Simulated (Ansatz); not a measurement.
# C4H8BF: a ladder of functionals and wavefunction methods

An exercise on one series of results from a longer session: the logs are not shown, and one member is left open.

The runs use Ansatz 0.2.0, Gaussian basis; functionals in def2-TZVPP, the program's frozen cores in correlated methods.

Plan: PBE-D4, r2SCAN-D4, PBE0-D4, B3LYP-D4, ωB97X-V, ωB97M-V, B2PLYP; CCSD(T)/def2-TZVPP; MP2/def2-QZVPP; extrapolation to the limit.

### Structure used throughout

The geometry comes from an earlier relaxation with PBE0-D4 in a triple-zeta def2 set; it is a stationary point, not always the lowest conformer.

SMILES `CC(C)=CBF`, 14 atoms, charge 0, spin multiplicity 1.

Atoms are counted from 1 here; the program's logs count them from 0.

Bond lengths: C1–C2 1.494 Å, C1–H7 1.095 Å, C1–H8 1.095 Å, C1–H9 1.090 Å, C2–C3 1.494 Å, C2–C4 1.347 Å, C3–H10 1.095 Å, C3–H11 1.095 Å, C3–H12 1.087 Å, C4–B5 1.528 Å, C4–H13 1.090 Å, B5–F6 1.333 Å, B5–H14 1.200 Å. Angles: C2–C1–H7 110.3°, C2–C1–H8 110.5°, C2–C1–H9 112.1°, H7–C1–H8 106.2°, H7–C1–H9 108.7°, H8–C1–H9 108.8°, C1–C2–C3 114.3°, C1–C2–C4 121.5°, C3–C2–C4 124.2°, C2–C3–H10 109.9°, C2–C3–H11 110.0°, C2–C3–H12 113.0°, H10–C3–H11 106.2°, H10–C3–H12 108.7°, H11–C3–H12 108.8°, C2–C4–B5 126.4°, C2–C4–H13 116.4°, B5–C4–H13 117.3° and more.

Set-up of the first run:

The input, in.yaml:

```yaml
crystal:
  periodic: [false, false, false]
  atoms:
    - {symbol: C, position_ang: [-0.274750, -1.800149, 0.031644]}
    - {symbol: C, position_ang: [-0.009064, -0.330812, -0.010185]}
    - {symbol: C, position_ang: [1.327477, 0.037298, -0.566693]}
    - {symbol: C, position_ang: [-0.919864, 0.561018, 0.426131]}
    - {symbol: B, position_ang: [-0.768122, 2.081952, 0.432284]}
    - {symbol: F, position_ang: [-1.772587, 2.820464, 0.904580]}
    - {symbol: H, position_ang: [-0.228509, -2.224420, -0.977096]}
    - {symbol: H, position_ang: [0.497395, -2.313051, 0.614819]}
    - {symbol: H, position_ang: [-1.249357, -2.027771, 0.462453]}
    - {symbol: H, position_ang: [2.120724, -0.416419, 0.036644]}
    - {symbol: H, position_ang: [1.438795, -0.372452, -1.575929]}
    - {symbol: H, position_ang: [1.490039, 1.111306, -0.605264]}
    - {symbol: H, position_ang: [-1.853723, 0.150490, 0.810693]}
    - {symbol: H, position_ang: [0.188748, 2.693344, 0.044715]}
basis:
  gaussian: {orbitals: def2-TZVPP}
hamiltonian: {xc: pbe, dispersion: d4}
output: {forces: true, orbitals: {seedname: orbitals}}
```

The run is started by

```
$ ansatz run in.yaml --threads 4 --pin off --events-out ev --progress --plain --max-ram 10444MiB
```

Steps of the session up to this table: PBE-D4 (GGA); r2SCAN-D4 (meta-GGA); PBE0-D4 (hybrid); B3LYP-D4 (hybrid); ωB97X-V (range-separated); ωB97M-V (range-separated); B2PLYP (double hybrid); CCSD(T) in def2-TZVPP; MP2 in def2-QZVPP.

One table of the session follows, with a row left open; its other results are not shown here.

It belongs to the step «Atomisation energies». 

| method | atoms, summed (eV) | atomisation energy (kJ/mol) |
| --- | --- | --- |
| PBE-D4 | -7604.494 | 5980.7 |
| r2SCAN-D4 | -7610.902 | 5877.9 |
| PBE0-D4 | ? | ? |
| B3LYP-D4 | -7616.173 | 5860.6 |
| ωB97X-V | -7613.153 | 5846.2 |
| ωB97M-V | -7611.932 | 5864.1 |
| B2PLYP | -7609.693 | 5807.2 |
| HF/def2-TZVPP | -7584.154 | 4472.0 |
| MP2/def2-TZVPP | -7597.916 | 5813.5 |
| CCSD/def2-TZVPP | -7601.030 | 5635.3 |
| CCSD(T)/def2-TZVPP | -7601.380 | 5711.9 |
| MP2/CBS | -7600.508 | 5933.9 |
| CCSD(T)/CBS | -7603.972 | 5832.2 |

**Question.** Estimate the row for PBE0-D4.

**Answer.** atoms, summed (eV): -7606.242; atomisation energy (kJ/mol): 5894.4. In the column «atoms, summed (eV)» it lies between B2PLYP (-7609.693) and PBE-D4 (-7604.494).
